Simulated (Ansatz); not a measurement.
# Ge2Sb2Te5: the cost of one run

Method: DFT PBE, scalar-relativistic, plane waves, PAW, in Ansatz 0.2.0.

### 1 The starting structure

It takes space group P-3m1 (No. 164, trigonal). Conventional cell: a = 4.294 Å, b = 4.294 Å, c = 17.101 Å, α = 90.00°, β = 90.00°, γ = 120.00°. Around Ge (site symmetry 3m) lie 6 Te at 3.00 to 3.04 Å. Around Sb (site symmetry 3m) lie 6 Te at 3.01 to 3.20 Å. Te (site symmetry -3m) has 6 Ge at 3.04 Å as nearest neighbours. Around Te (site symmetry 3m) lie 3 Ge at 3.00 Å and 3 Sb at 3.20 Å. Te (site symmetry 3m) is surrounded by 3 Sb at 3.01 Å.

Structure file:

```
Ge Sb Te
1.0
     8.58813    0.00000    0.00000
    -4.29406    7.43754    0.00000
     0.00000    0.00000   17.10135
Ge Sb Te
8 8 20
Direct
  0.16667 0.33333 0.89711
  0.16667 0.83333 0.89711
  0.66667 0.33333 0.89711
  0.66667 0.83333 0.89711
  0.33333 0.16667 0.10290
  0.33333 0.66667 0.10290
  0.83333 0.16667 0.10290
  0.83333 0.66667 0.10290
  0.00000 0.00000 0.67993
  0.00000 0.50000 0.67993
  0.50000 0.00000 0.67993
  0.50000 0.50000 0.67993
  0.00000 0.00000 0.32007
  0.00000 0.50000 0.32007
  0.50000 0.00000 0.32007
  0.50000 0.50000 0.32007
  0.00000 0.00000 0.00000
  0.00000 0.50000 0.00000
  0.50000 0.00000 0.00000
  0.50000 0.50000 0.00000
  0.33333 0.16667 0.79846
  0.33333 0.66667 0.79846
  0.83333 0.16667 0.79846
  0.83333 0.66667 0.79846
  0.16667 0.33333 0.20154
  0.16667 0.83333 0.20154
  0.66667 0.33333 0.20154
  0.66667 0.83333 0.20154
  0.16667 0.33333 0.58011
  0.16667 0.83333 0.58011
  0.66667 0.33333 0.58011
  0.66667 0.83333 0.58011
  0.33333 0.16667 0.41989
  0.33333 0.66667 0.41989
  0.83333 0.16667 0.41989
  0.83333 0.66667 0.41989
```

The runs take a perfect supercell of 36 atoms; the defect goes to fractional position (0.000, 0.000, 0.680).

### 2 The perfect supercell

Input file input.yaml:

```yaml
crystal:
  lattice:
    - [8.588129, 0.0, 0.0]
    - [-4.294064, 7.437538, 0.0]
    - [0.0, 0.0, 17.101346]
  atoms:
    - { symbol: Ge, position: [0.166667, 0.333333, 0.897105] }
    - { symbol: Ge, position: [0.166667, 0.833333, 0.897105] }
    - { symbol: Ge, position: [0.666667, 0.333333, 0.897105] }
    - { symbol: Ge, position: [0.666667, 0.833333, 0.897105] }
    - { symbol: Ge, position: [0.333333, 0.166667, 0.102895] }
    - { symbol: Ge, position: [0.333333, 0.666667, 0.102895] }
    - { symbol: Ge, position: [0.833333, 0.166667, 0.102895] }
    - { symbol: Ge, position: [0.833333, 0.666667, 0.102895] }
    - { symbol: Sb, position: [0.0, 0.0, 0.679932] }
    - { symbol: Sb, position: [0.0, 0.5, 0.679932] }
    - { symbol: Sb, position: [0.5, 0.0, 0.679932] }
    - { symbol: Sb, position: [0.5, 0.5, 0.679932] }
    - { symbol: Sb, position: [0.0, 0.0, 0.320068] }
    - { symbol: Sb, position: [0.0, 0.5, 0.320068] }
    - { symbol: Sb, position: [0.5, 0.0, 0.320068] }
    - { symbol: Sb, position: [0.5, 0.5, 0.320068] }
    - { symbol: Te, position: [0.0, 0.0, 0.0] }
    - { symbol: Te, position: [0.0, 0.5, 0.0] }
    - { symbol: Te, position: [0.5, 0.0, 0.0] }
    - { symbol: Te, position: [0.5, 0.5, 0.0] }
    - { symbol: Te, position: [0.333333, 0.166667, 0.798458] }
    - { symbol: Te, position: [0.333333, 0.666667, 0.798458] }
    - { symbol: Te, position: [0.833333, 0.166667, 0.798458] }
    - { symbol: Te, position: [0.833333, 0.666667, 0.798458] }
    - { symbol: Te, position: [0.166667, 0.333333, 0.201542] }
    - { symbol: Te, position: [0.166667, 0.833333, 0.201542] }
    - { symbol: Te, position: [0.666667, 0.333333, 0.201542] }
    - { symbol: Te, position: [0.666667, 0.833333, 0.201542] }
    - { symbol: Te, position: [0.166667, 0.333333, 0.580108] }
    - { symbol: Te, position: [0.166667, 0.833333, 0.580108] }
    - { symbol: Te, position: [0.666667, 0.333333, 0.580108] }
    - { symbol: Te, position: [0.666667, 0.833333, 0.580108] }
    - { symbol: Te, position: [0.333333, 0.166667, 0.419892] }
    - { symbol: Te, position: [0.333333, 0.666667, 0.419892] }
    - { symbol: Te, position: [0.833333, 0.166667, 0.419892] }
    - { symbol: Te, position: [0.833333, 0.666667, 0.419892] }
basis:
  ecutwfc: 420
  fft_grid_basis: typed
kpoints:
  mp_grid: { grid: [3, 3, 1] }
hamiltonian:
  xc: pbe
  pseudopotentials: { kind: paw }
scf:
  occupations: { method: gaussian, width: 0.05 }
output:
  forces: true
  stress: false
  eigenvalues: true
  bader: false
  write_density: true
  volumetric_format: npy
```

Started as:

```
$ ansatz run input.yaml --threads 8 --pin off --max-ram 16384MiB --backend cpu --events-out ev --progress --plain --runs-dir out
```

Q: Estimate wall time and peak memory on 8 threads of Arm Neoverse V2, shared host.

About 13 s, with a peak of 4.7 GiB.
